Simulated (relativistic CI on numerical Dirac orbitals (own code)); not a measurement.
**Co⁺ (3d8) in crystal fields: levels and magnetism**

How does a crystal field split the 3d8 shell of Co⁺, and what follows for the ground state and χT? 6 fields tried.

Program: relativistic CI on numerical Dirac orbitals (own code) version 1. Level of theory: Dirac-Coulomb-Breit CI, KLI orbitals optimised for each configuration, model QED (radiative potential, 1s self-energy scaled to tabulated hydrogen-like ionisation energies), one configuration in a parametric crystal field. These are calculated values, not measurements, unless marked.

## Step 1: What is computed

| Item | Value |
| --- | --- |
| ion | Co⁺ (Co II) |
| nuclear charge | 27 |
| electrons | 26 |
| open shell | 3d8 |
| Slater scale | 1 |
| field 1 (cm⁻¹) | D3d, 10Dq = 8850, Dsigma = 110, Dtau = 90 |
| field 2 (cm⁻¹) | D3d, 10Dq = 8850, Dsigma = 330, Dtau = 90 |
| field 3 (cm⁻¹) | D3d, 10Dq = 8850, Dsigma = 550, Dtau = 90 |
| field 4 (cm⁻¹) | D3d, 10Dq = 8850, Dsigma = 760, Dtau = 90 |
| field 5 (cm⁻¹) | D3d, 10Dq = 8850, Dsigma = 980, Dtau = 90 |
| field 6 (cm⁻¹) | D3d, 10Dq = 8850, Dsigma = 1200, Dtau = 90 |

The outer shells:

[Ar] 3d8
```
[Ar] core
3d [↑↓][↑↓][↑↓][↑ ][↑ ]
```

## Step 2: Field 1: D3d, 10Dq = 8850, Dsigma = 110, Dtau = 90

The run's settings:

```ini
atom Co  Z=27  charge=1  electrons=26
nucleus A=59  rms_radius_fm=3.7875
hamiltonian dirac-coulomb  breit=on  qed=on  c_scale=1
orbitals kli  potential=per-configuration
slater_scale 1
correlation none
mixing on
configurations
  [Ar] 3d8
end
crystal_field D3d 10Dq=8850 Dsigma=110 Dtau=90
```

From the run's result record (rounded, not every field):

```text
{
  "status": "converged",
  "cf_levels [E_cm, degeneracy, irrep, S_eff, L_eff, J_eff, g_principal]": [
    [0, 2, "E", 0.9998, 3, 3.374, "-"],
    [0.8, 1, "A1", 0.9998, 3, 3.372, "-"],
    [8850.6, 2, "E", 0.9982, 2.999, 3.448, "-"],
    [8882, 1, "A2", 0.9999, 3, 3.399, "-"],
    [9193.5, 2, "E", 0.9991, 2.998, 3.512, "-"],
    [9381.5, 2, "E", 0.9992, 2.998, 3.209, "-"],
    [9513.7, 1, "A1", 0.9995, 2.998, 3.08, "-"],
    [9547.5, 1, "A2", 1, 2.999, 3.046, "-"],
    [14742.9, 1, "A1", 0.999, 2.902, 3.641, "-"],
    [14878.7, 2, "E", 0.9838, 2.884, 3.231, "-"],
    [15522.3, 1, "A2", 0.9997, 2.889, 3.48, "-"],
    [15702.3, 2, "E", 0.8237, 2.788, 2.844, "-"],
    [15719.2, 1, "A1", 0.9995, 2.878, 3.001, "-"],
    [16066.8, 2, "E", 0.9713, 2.86, 2.731, "-"],
    [16827.2, 2, "E", 0.4429, 2.742, 2.598, "-"],
    [24786.4, 1, "A1", 0.06137, 2.39, 2.411, "-"],
    [25048, 2, "E", 0.0618, 2.336, 2.358, "-"],
    [26855.6, 1, "A1", 0.01315, 3.863, 3.866, "-"],
    "... 12 more rows left out ..."
  ],
  "chiT [K, cm3 K/mol]": [[2, 1.18043], [5, 1.19611], [10, 1.19951], [20, 1.20233], [50, 1.20925], [100, 1.22056], [200, 1.24316], [300, 1.26576]],
  "stabilisation [cm-1]": -10410.1,
  "radial 3d8 [Ha, bohr]": {"<r^-3>(3d)": 5.4241, "<r^1>(3d)": 1.1071, "<r^2>(3d)": 1.6401, "<r^4>(3d)": 7.5125, "F2(3d,3d)": 0.38058, "F4(3d,3d)": 0.23442, "zeta(3d)": 0.0020496},
  "n_levels_all": 30
}
```

Wall time 0.075 s (1 thread, shared host).

## Step 3: Field 2: D3d, 10Dq = 8850, Dsigma = 330, Dtau = 90

The settings differ from step 2 so:

```diff
@@ -10,2 +10,2 @@
 end
-crystal_field D3d 10Dq=8850 Dsigma=110 Dtau=90
+crystal_field D3d 10Dq=8850 Dsigma=330 Dtau=90
```

From the record:

```text
{
  "status": "converged",
  "cf_levels [E_cm, degeneracy, irrep, S_eff, L_eff, J_eff, g_principal]": [
    [0, 2, "E", 0.9998, 3, 3.376, "-"],
    [2.5, 1, "A1", 0.9998, 3, 3.369, "-"],
    [8660, 2, "E", 0.9985, 2.999, 3.397, "-"],
    [8682.2, 1, "A2", 0.9999, 3, 3.376, "-"],
    [9276.9, 2, "E", 0.999, 2.995, 3.519, "-"],
    [9450.9, 2, "E", 0.9989, 2.995, 3.249, "-"],
    [9602.3, 1, "A1", 0.9995, 2.996, 3.082, "-"],
    [9625.8, 1, "A2", 1, 2.997, 3.065, "-"],
    [14814.9, 1, "A1", 0.999, 2.908, 3.694, "-"],
    [14976.3, 2, "E", 0.9845, 2.893, 3.262, "-"],
    [15481.4, 1, "A2", 0.9997, 2.886, 3.483, "-"],
    [15676.5, 2, "E", 0.8248, 2.787, 2.822, "-"],
    [15715, 1, "A1", 0.9995, 2.877, 2.944, "-"],
    [16035.4, 2, "E", 0.9732, 2.86, 2.724, "-"],
    "... 16 more rows left out ..."
  ],
  "chiT [K, cm3 K/mol]": [[2, 1.07227], [5, 1.17242], [10, 1.19381], [20, 1.20146], [50, 1.20966], [100, 1.22112], [200, 1.24378], [300, 1.26643]],
  "stabilisation [cm-1]": -10416.8,
  "n_levels_all": 30
}
```

Run time: 0.075 s. Hardware: 1 thread, shared host.

## Step 4: Field 3: D3d, 10Dq = 8850, Dsigma = 550, Dtau = 90

The settings differ from step 3 so:

```diff
@@ -10,2 +10,2 @@
 end
-crystal_field D3d 10Dq=8850 Dsigma=330 Dtau=90
+crystal_field D3d 10Dq=8850 Dsigma=550 Dtau=90
```

From the record:

```text
{
  "status": "converged",
  "cf_levels [E_cm, degeneracy, irrep, S_eff, L_eff, J_eff, g_principal]": [
    [0, 2, "E", 0.9998, 2.999, 3.376, "-"],
    [4.2, 1, "A1", 0.9998, 2.999, 3.366, "-"],
    [8478.2, 2, "E", 0.9987, 2.999, 3.367, "-"],
    [8495.1, 1, "A2", 0.9999, 3, 3.361, "-"],
    [9363.8, 2, "E", 0.999, 2.99, 3.521, "-"],
    [9531.4, 2, "E", 0.9988, 2.991, 3.269, "-"],
    [9694, 1, "A1", 0.9995, 2.993, 3.081, "-"],
    [9713.5, 1, "A2", 1, 2.994, 3.072, "-"],
    [14900.9, 1, "A1", 0.9989, 2.914, 3.749, "-"],
    [15096.3, 2, "E", 0.9854, 2.903, 3.298, "-"],
    [15460.9, 1, "A2", 0.9997, 2.884, 3.487, "-"],
    [15666.8, 2, "E", 0.8164, 2.784, 2.795, "-"],
    [15742.7, 1, "A1", 0.9995, 2.879, 2.887, "-"],
    [16025.3, 2, "E", 0.9755, 2.861, 2.719, "-"],
    "... 16 more rows left out ..."
  ],
  "chiT [K, cm3 K/mol]": [[2, 0.967098], [5, 1.13496], [10, 1.18323], [20, 1.19935], [50, 1.20992], [100, 1.22166], [200, 1.24437], [300, 1.26704]],
  "stabilisation [cm-1]": -10442.7,
  "n_levels_all": 30
}
```

Run time: 0.075 s. Hardware: 1 thread, shared host.

## Step 5: Field 4: D3d, 10Dq = 8850, Dsigma = 760, Dtau = 90

The settings differ from step 4 so:

```diff
@@ -10,2 +10,2 @@
 end
-crystal_field D3d 10Dq=8850 Dsigma=550 Dtau=90
+crystal_field D3d 10Dq=8850 Dsigma=760 Dtau=90
```

From the record:

```text
{
  "status": "converged",
  "cf_levels [E_cm, degeneracy, irrep, S_eff, L_eff, J_eff, g_principal]": [
    [0, 2, "E", 0.9998, 2.997, 3.376, "-"],
    [5.7, 1, "A1", 0.9998, 2.997, 3.362, "-"],
    [8318.7, 2, "E", 0.9988, 3, 3.348, "-"],
    [8331.7, 1, "A2", 0.9999, 3, 3.352, "-"],
    [9449.8, 2, "E", 0.999, 2.985, 3.522, "-"],
    [9613.9, 2, "E", 0.9986, 2.986, 3.28, "-"],
    [9784.7, 1, "A1", 0.9995, 2.988, 3.079, "-"],
    [9802.8, 1, "A2", 1, 2.989, 3.072, "-"],
    [14991.8, 1, "A1", 0.9989, 2.919, 3.796, "-"],
    [15227.9, 2, "E", 0.9871, 2.914, 3.34, "-"],
    [15460.5, 1, "A2", 0.9996, 2.882, 3.492, "-"],
    [15672.9, 2, "E", 0.7978, 2.779, 2.762, "-"],
    [15801.3, 1, "A1", 0.9994, 2.886, 2.841, "-"],
    [16036.8, 2, "E", 0.9788, 2.864, 2.716, "-"],
    "... 16 more rows left out ..."
  ],
  "chiT [K, cm3 K/mol]": [[2, 0.898139], [5, 1.09603], [10, 1.17033], [20, 1.19647], [50, 1.21004], [100, 1.2221], [200, 1.24485], [300, 1.26754]],
  "stabilisation [cm-1]": -10485.1,
  "n_levels_all": 30
}
```

It took 0.075 s on 1 thread, shared host.

## Step 6: Field 5: D3d, 10Dq = 8850, Dsigma = 980, Dtau = 90

The settings differ from step 5 so:

```diff
@@ -10,2 +10,2 @@
 end
-crystal_field D3d 10Dq=8850 Dsigma=760 Dtau=90
+crystal_field D3d 10Dq=8850 Dsigma=980 Dtau=90
```

From the record:

```text
{
  "status": "converged",
  "cf_levels [E_cm, degeneracy, irrep, S_eff, L_eff, J_eff, g_principal]": [
    [0, 2, "E", 0.9998, 2.994, 3.375, "-"],
    [7.1, 1, "A1", 0.9998, 2.994, 3.357, "-"],
    [8167.9, 2, "E", 0.9988, 3, 3.332, "-"],
    [8177.6, 1, "A2", 0.9999, 3, 3.345, "-"],
    [9543.1, 2, "E", 0.999, 2.979, 3.521, "-"],
    [9705.1, 2, "E", 0.9984, 2.979, 3.285, "-"],
    [9883.2, 1, "A1", 0.9995, 2.983, 3.074, "-"],
    [9901.2, 1, "A2", 1, 2.984, 3.068, "-"],
    [15092.3, 1, "A1", 0.9988, 2.92, 3.831, "-"],
    [15377.6, 2, "E", 0.9909, 2.925, 3.391, "-"],
    [15480.3, 1, "A2", 0.9996, 2.881, 3.498, "-"],
    [15694.7, 2, "E", 0.7631, 2.771, 2.72, "-"],
    [15896.9, 1, "A1", 0.9993, 2.897, 2.811, "-"],
    [16072.6, 2, "E", 0.9838, 2.871, 2.716, "-"],
    "... 16 more rows left out ..."
  ],
  "chiT [K, cm3 K/mol]": [[2, 0.852011], [5, 1.058], [10, 1.15554], [20, 1.19282], [50, 1.21], [100, 1.22245], [200, 1.24523], [300, 1.2679]],
  "stabilisation [cm-1]": -10547.9,
  "n_levels_all": 30
}
```

It took 0.075 s on 1 thread, shared host.

## Step 7: Field 6: D3d, 10Dq = 8850, Dsigma = 1200, Dtau = 90

The settings differ from step 6 so:

```diff
@@ -10,2 +10,2 @@
 end
-crystal_field D3d 10Dq=8850 Dsigma=980 Dtau=90
+crystal_field D3d 10Dq=8850 Dsigma=1200 Dtau=90
```

From the record:

```text
{
  "status": "converged",
  "cf_levels [E_cm, degeneracy, irrep, S_eff, L_eff, J_eff, g_principal]": [
    [0, 2, "E", 0.9998, 2.991, 3.373, "-"],
    [8.5, 1, "A1", 0.9998, 2.991, 3.351, "-"],
    [8034.4, 2, "E", 0.9989, 3, 3.32, "-"],
    [8041.2, 1, "A2", 0.9999, 3, 3.34, "-"],
    [9640, 2, "E", 0.999, 2.971, 3.519, "-"],
    [9800.8, 2, "E", 0.9982, 2.972, 3.287, "-"],
    [9985.7, 1, "A1", 0.9995, 2.976, 3.068, "-"],
    [10004.3, 1, "A2", 1, 2.977, 3.061, "-"],
    [15196.6, 1, "A1", 0.9988, 2.92, 3.85, "-"],
    [15520.8, 1, "A2", 0.9996, 2.881, 3.505, "-"],
    [15530.4, 2, "E", 0.998, 2.934, 3.442, "-"],
    [15731.3, 2, "E", 0.7081, 2.762, 2.679, "-"],
    [16024.9, 1, "A1", 0.9991, 2.912, 2.806, "-"],
    [16135.6, 2, "E", 0.9903, 2.88, 2.72, "-"],
    "... 16 more rows left out ..."
  ],
  "chiT [K, cm3 K/mol]": [[2, 0.822987], [5, 1.02556], [10, 1.1408], [20, 1.18883], [50, 1.20978], [100, 1.22263], [200, 1.24541], [300, 1.26805]],
  "stabilisation [cm-1]": -10629.2,
  "n_levels_all": 30
}
```

Wall time 0.075 s (1 thread, shared host).

## Step 8: The fields side by side

| field | ground state | degeneracy | S | J | first gap (cm⁻¹) | stabilisation (cm⁻¹) | χT at 2 K | χT at 300 K |
| --- | --- | --- | --- | --- | --- | --- | --- | --- |
| 1: D3d | E | 2 | 1.00 | 3.37 | 1 | -10410 | 1.180 | 1.266 |
| 2: D3d | E | 2 | 1.00 | 3.38 | 2 | -10417 | 1.072 | 1.266 |
| 3: D3d | E | 2 | 1.00 | 3.38 | 4 | -10443 | 0.967 | 1.267 |
| 4: D3d | E | 2 | 1.00 | 3.38 | 6 | -10485 | 0.898 | 1.268 |
| 5: D3d | E | 2 | 1.00 | 3.38 | 7 | -10548 | 0.852 | 1.268 |
| 6: D3d | E | 2 | 1.00 | 3.37 | 8 | -10629 | 0.823 | 1.268 |

χT is in cm³ K/mol; stabilisation counts from the free ion's lowest level; S and J come from the expectation values of their squares.

## Step 9: Summary of results

| quantity | value |
| --- | --- |
| ground spin (effective S from ⟨S²⟩) | 1: 1.00, 2: 1.00, 3: 1.00, 4: 1.00, 5: 1.00, 6: 1.00 |
| χT at 300 K | 1.27 to 1.27 cm³ K/mol |

What this shows: All fields leave the ground state at S = 1. The field is a set of parameters, without covalency or charge transfer.
